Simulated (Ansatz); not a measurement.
# CH₄OS₂W: how energies converge with the basis set

An exercise on one series of results from a longer session: the logs are not shown, and one member is left open.

Method: one geometry, several basis sets; program: Ansatz 0.2.0, Gaussian basis.

Levels to be run: PBE0-D4/def2-SVP; ωB97M-V/def2-SVP; PBE0-D4/def2-QZVPP; ωB97M-V/def2-QZVPP; the functionals' def2-TZVPP values are taken from earlier runs.

## The geometry

The geometry comes from an earlier relaxation with PBE0-D4 in a triple-zeta def2 set; it is a stationary point, not always the lowest conformer. W takes the def2 core potential; no spin-orbit term is included.

SMILES `[CH3][W]([OH])(=[S])=[S]`, 9 atoms, charge 0, spin multiplicity 1.

Atoms are counted from 1 here; the program's logs count them from 0.

Bond lengths: C1–W2 2.098 Å, C1–H6 1.094 Å, C1–H7 1.094 Å, C1–H8 1.092 Å, W2–O3 1.867 Å, W2–S4 2.120 Å, W2–S5 2.123 Å, O3–H9 0.961 Å. Angles: W2–C1–H6 108.8°, W2–C1–H7 109.4°, W2–C1–H8 111.2°, H6–C1–H7 109.8°, H6–C1–H8 108.8°, H7–C1–H8 108.9°, C1–W2–O3 107.7°, C1–W2–S4 104.9°, C1–W2–S5 104.8°, O3–W2–S4 114.3°, O3–W2–S5 112.7°, S4–W2–S5 111.6°, W2–O3–H9 125.0°.

The first run:

Contents of in.yaml:

```yaml
crystal:
  periodic: [false, false, false]
  atoms:
    - {symbol: C, position_ang: [-1.349655, -0.034525, 0.053348]}
    - {symbol: W, position_ang: [0.700602, 0.285244, -0.254450]}
    - {symbol: O, position_ang: [1.617024, -0.474083, 1.183533]}
    - {symbol: S, position_ang: [1.118571, -0.613908, -2.128836]}
    - {symbol: S, position_ang: [0.912431, 2.396505, -0.336648]}
    - {symbol: H, position_ang: [-1.638198, 0.420171, 1.006112]}
    - {symbol: H, position_ang: [-1.549924, -1.109931, 0.079858]}
    - {symbol: H, position_ang: [-1.942829, 0.415347, -0.745071]}
    - {symbol: H, position_ang: [2.131968, -1.284810, 1.142145]}
basis:
  gaussian: {orbitals: def2-SVP}
hamiltonian: {xc: pbe0, dispersion: d4}
output: {orbitals: {seedname: orbitals}}
```

The run is started by

```sh
$ ansatz run in.yaml --threads 4 --pin off --events-out ev --progress --plain --max-ram 10444MiB
```

Steps of the session up to this table: PBE0-D4 in def2-SVP; ωB97M-V in def2-SVP; PBE0-D4 in def2-QZVPP; ωB97M-V in def2-QZVPP.

One of the session's tables, all rows but one given; the rest of the session is left out.

It belongs to the step «Functionals by basis». 

| functional | basis | HOMO (eV) | LUMO (eV) |
| --- | --- | --- | --- |
| PBE0-D4 | def2-SVP | -7.21 | -2.53 |
| PBE0-D4 | def2-TZVPP | ? | ? |
| PBE0-D4 | def2-QZVPP | -7.21 | -2.57 |
| ωB97M-V | def2-SVP | -9.16 | -0.47 |
| ωB97M-V | def2-TZVPP | -9.18 | -0.53 |
| ωB97M-V | def2-QZVPP | -9.21 | -0.59 |

**Question.** Estimate the row for PBE0-D4, def2-TZVPP.

The run gave: HOMO (eV): -7.20; LUMO (eV): -2.54. In the column «HOMO (eV)» it is the highest.
